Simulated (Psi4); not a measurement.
**B3LYP/6-31G(d) (spherical functions) run of AlCNF2 (SMILES N#[C][Al]([F])[F])**

Aim: the vertical electron affinity of AlCNF2 at B3LYP/6-31G* (spherical functions), from 2 runs. 

Program for the calculation: Psi4 1.11.

2 further runs of the same task are left out: 2 set aside as unsound or not needed.

### 1 The structure to begin with

AlCNF2 has 5 atoms, charge 0, and is taken as a singlet. SMILES: `N#[C][Al]([F])[F]`. Geometry: relaxed at PBE0-D4/def2-TZVP.

Bond lengths: N1–C2 1.152 Å, C2–Al3 1.905 Å, Al3–F4 1.627 Å, Al3–F5 1.627 Å. Angles: N1–C2–Al3 180.0°, C2–Al3–F4 119.3°, C2–Al3–F5 119.3°, F4–Al3–F5 121.5°.

### 2 Energy and gradient at B3LYP/6-31G(d) (spherical functions)

job.py

```python
import psi4

psi4.set_memory('1600 MB')
psi4.set_num_threads(1)
psi4.core.set_output_file('output.dat', False)

molecule = psi4.geometry("""
N      2.88844638    -2.35951204     2.55453178
C      1.50063152    -1.23191246     1.31165890
Al    -0.79311805     0.63192442    -0.74285134
F     -3.21895948    -0.80351155    -1.97003948
F     -0.28270303     3.62392779    -1.23172349
units au
symmetry c1
no_reorient
no_com
""")

psi4.set_options(dict(puream=True, e_convergence=1e-09, d_convergence=1e-08, scf_type='pk', dft_radial_points=99, dft_spherical_points=590))

result = psi4.gradient("b3lyp/6-31G*")
print('gradient / Eh bohr^-1')
print(result.np.round(6))
```

The run is started by

```
python job.py
```

output.dat:

```text
[...]
  Running in c1 symmetry.
[...]
  Nuclear repulsion =  182.900660488413195
[...]
  Multiplicity = 1
[...]
  Nalpha       = 22
  Nbeta        = 22
[...]
    Number of basis functions: 74
[...]
   @RKS iter   1:  -534.88366462543013   -8.24494e-01   1.00686e-02 ADIIS/DIIS
[...]
   @RKS iter  11:  -535.10686738868048   -3.63798e-12   6.29278e-09 DIIS
[...]
    Orbital Energies [Eh]
    ---------------------
    Doubly Occupied:
       1A    -56.121366     2A    -24.694327     3A    -24.694310
       4A    -14.364421     5A    -10.220950     6A     -4.216682
       7A     -2.773747     8A     -2.767984     9A     -2.767056
      10A     -1.180629    11A     -1.172248    12A     -0.923584
      13A     -0.542835    14A     -0.484293    15A     -0.468857
      16A     -0.445368    17A     -0.437375    18A     -0.428623
      19A     -0.423388    20A     -0.374364    21A     -0.367367
      22A     -0.364257
[...]
  @RKS Final Energy:  -535.10686738868048
   => Energetics <=
    Nuclear Repulsion Energy =            182.9006604884131946
    One-Electron Energy =               -1105.4457071522851948
    Two-Electron Energy =                 429.4655209098338560
    DFT Exchange-Correlation Energy =     -42.0273416346424042
    Empirical Dispersion Energy =           0.0000000000000000
    VV10 Nonlocal Energy =                  0.0000000000000000
    Total Energy =                       -535.1068673886804845
[...]
 Multipole Moments:
 ------------------------------------------------------------------------------------
     Multipole            Electronic (a.u.)      Nuclear  (a.u.)        Total (a.u.)
 ------------------------------------------------------------------------------------
 L = 1.  Multiply by 2.5417464519 to convert [e a0] to [Debye]
 Dipole X            :         12.1711320          -12.6025835           -0.4314515
 Dipole Y            :         -9.3402261            9.6907046            0.3504784
 Dipole Z            :         12.3350608          -12.7212583           -0.3861975
 Magnitude           :                                                    0.6768560
[...]
  -Total Gradient:
     Atom            X                  Y                   Z
    ------   -----------------  -----------------  -----------------
       1       -0.018116089085     0.014720269594    -0.016225593129
       2        0.016638888074    -0.013520483633     0.014901446800
       3       -0.004108043213     0.003310314307    -0.003667157067
       4        0.006798660389     0.003748064178     0.003513447785
       5       -0.001189264140    -0.008277833004     0.001499703857
[...]
```

Standard output:

```text
gradient / Eh bohr^-1
[[-0.018116  0.01472  -0.016226]
 [ 0.016639 -0.01352   0.014901]
 [-0.004108  0.00331  -0.003667]
 [ 0.006799  0.003748  0.003513]
 [-0.001189 -0.008278  0.0015  ]]
```

It took 18 s on 1 thread of AMD EPYC 7R43 (Zen 3), shared host; peak memory 0.73 GiB.

### 3 The doublet anion: the energy at UB3LYP/6-31G(d) (spherical functions)

input.in

```
memory 1600 MB

molecule {
  -1 2
  N      1.528500    -1.248600     1.351800
  C      0.794100    -0.651900     0.694100
  Al    -0.419700     0.334400    -0.393100
  F     -1.703400    -0.425200    -1.042500
  F     -0.149600     1.917700    -0.651800
  symmetry c1
  no_reorient
  no_com
}

set {
  basis 6-31G*
  reference uks
  puream true
  e_convergence 1e-09
  d_convergence 1e-08
  scf_type pk
  dft_radial_points 99
  dft_spherical_points 590
  maxiter 200
}

e, wfn = energy('b3lyp', return_wfn=True)
oeprop(wfn, 'QUADRUPOLE', 'WIBERG_LOWDIN_INDICES', 'MULLIKEN_CHARGES', title='B3LYP')
```

The run is started by

```
psi4 -i input.in -o input.out -n 1
```

input.out, shortened:

```text
[...]
  Running in c1 symmetry.
[...]
  Nuclear repulsion =  182.900660424394488
[...]
  Multiplicity = 2
[...]
  Nalpha       = 23
  Nbeta        = 22
[...]
    Number of basis functions: 74
[...]
   @UKS iter   1:  -534.68725114305425   -6.28081e-01   1.21911e-02 DIIS/ADIIS
[...]
   @UKS iter  15:  -535.10097256015467   -9.66338e-12   7.98941e-09 DIIS
[...]
   @S^2 Observed:                7.539732779E-01
[...]
  @UKS Final Energy:  -535.10097256015467
   => Energetics <=
    Nuclear Repulsion Energy =            182.9006604243944878
    One-Electron Energy =               -1115.6166187239005012
    Two-Electron Energy =                 439.8675464654048710
    DFT Exchange-Correlation Energy =     -42.2525607260534599
    Empirical Dispersion Energy =           0.0000000000000000
    VV10 Nonlocal Energy =                  0.0000000000000000
    Total Energy =                       -535.1009725601546734
[...]
 Multipole Moments:
 ------------------------------------------------------------------------------------
     Multipole            Electronic (a.u.)      Nuclear  (a.u.)        Total (a.u.)
 ------------------------------------------------------------------------------------
 L = 1.  Multiply by 2.5417464519 to convert [e a0] to [Debye]
 Dipole X            :         12.1224764          -12.6025835           -0.4801071
 Dipole Y            :         -9.2880406            9.6907045            0.4026639
 Dipole Z            :         12.3231666          -12.7212583           -0.3980917
 Magnitude           :                                                    0.7423733
 L = 2.  Multiply by 1.3450342976 to convert [e a0^2] to [Debye ang]
 Quadrupole XX       :       -207.7887053          174.0652888          -33.7234165
 Quadrupole XY       :         54.2935253          -51.2568449            3.0366804
[...]
  Mulliken Charges: (a.u.)
   Center  Symbol    Alpha    Beta     Spin     Total
       1     N     3.80440  3.56274  0.24165 -0.36714
       2     C     2.99464  3.02906 -0.03442 -0.02371
       3    AL     6.67665  5.93905  0.73759  0.38430
       4     F     4.76216  4.73457  0.02759 -0.49673
       5     F     4.76216  4.73457  0.02759 -0.49672
   Total alpha = 23.00000, Total beta = 22.00000, Total charge = -1.00000
  Wiberg Bond Indices using Orthogonal Lowdin Orbitals:
  Total Bond Index:
[...]
```

Run time: 26 s. Hardware: 1 thread of AMD EPYC 7R43 (Zen 3), shared host; peak memory 0.73 GiB.

### 4 Results

At B3LYP/6-31G* (spherical functions):

```
                                         quantity          value
                     singlet AlCNF2: total energy  -535.10687 Eh
                    singlet AlCNF2: dipole moment         1.72 D
                      singlet AlCNF2: HOMO energy       -9.91 eV
                      singlet AlCNF2: LUMO energy       -1.99 eV
                    singlet AlCNF2: HOMO–LUMO gap        7.92 eV
         singlet AlCNF2: largest force on an atom     1.462 eV/Å
                      doublet anion: total energy  -535.10097 Eh
doublet anion: HOMO energy (highest over α and β)        2.29 eV
 doublet anion: LUMO energy (lowest over α and β)        3.85 eV
                              doublet anion: ⟨S²⟩          0.754
vertical electron affinity (to the doublet anion)      -0.160 eV
```

What this shows: The anion lies 0.16 eV (3.7 kcal/mol) above the neutral: the electron isn't bound at this level, and such a value depends on the basis. Without diffuse functions anions come out too high. The largest force (singlet AlCNF2) is 1.46 eV/Å: the shape isn't a stationary point for this species at this level. Mulliken charges (doublet anion) run from -0.50 on F4 to +0.38 on Al3; they depend strongly on the basis. The HOMO (doublet anion) lies at positive energy, 2.29 eV; only total energies tell whether the electron is bound.
